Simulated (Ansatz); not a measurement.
# BiTe under changes of volume

One of the cells (33.725 Å³/atom); the others are scaled copies at fixed shape and fractional positions:

```
CELL_PARAMETERS angstrom
2.42271 1.39875 3.31729
-2.42271 1.39875 3.31729
0.00000 -2.79750 3.31729
ATOMIC_POSITIONS crystal
Bi 0.50000 0.50000 0.50000
Te 0.00000 0.00000 0.00000
```

The cell comes from a database or a generator and needn't be the stable form of this composition.

* Program: Ansatz 0.2.0
* Functional: PBEsol
* Potentials or basis: all-electron LAPW, scalar-relativistic
* Cutoff: 189 eV (chosen from the basis error)
* Basis error allowed: 0.0005 eV/atom
* k mesh: 7 × 7 × 7
* Occupations: fermi-dirac, width 0.05 eV
* Spin: no spin polarisation

| volume (Å³/atom) | energy over the lowest point (meV/atom) | pressure (GPa) |
| --- | --- | --- |
| 31.701 | ? | ? |
| 32.376 | 0.00 | -0.3 |
| 33.050 | 3.55 | -1.4 |
| 33.725 | 11.27 | -2.3 |
| 34.399 | 22.73 | -3.1 |
| 35.074 | 37.51 | -3.9 |
| 35.748 | 55.24 | -4.5 |

What does the run at 31.701 Å³/atom give?

Energy over the lowest point 1.14 meV/atom; pressure 0.9 GPa.

Worked out: A Birch-Murnaghan fit of order 3 (a polynomial in V^(-2/3)) to the other rows has its minimum at 32.19 Å³/atom, just outside them, with B0 = V·E''(V) = 55 GPa and B' = 4.5 at fixed shape and positions, which overstates the stiffness. It gives 1.14 meV/atom at 31.701 Å³/atom, against the run's 1.14, and -dE/dV = 0.9 GPa, against 0.9.

Energies are extrapolated to zero smearing.
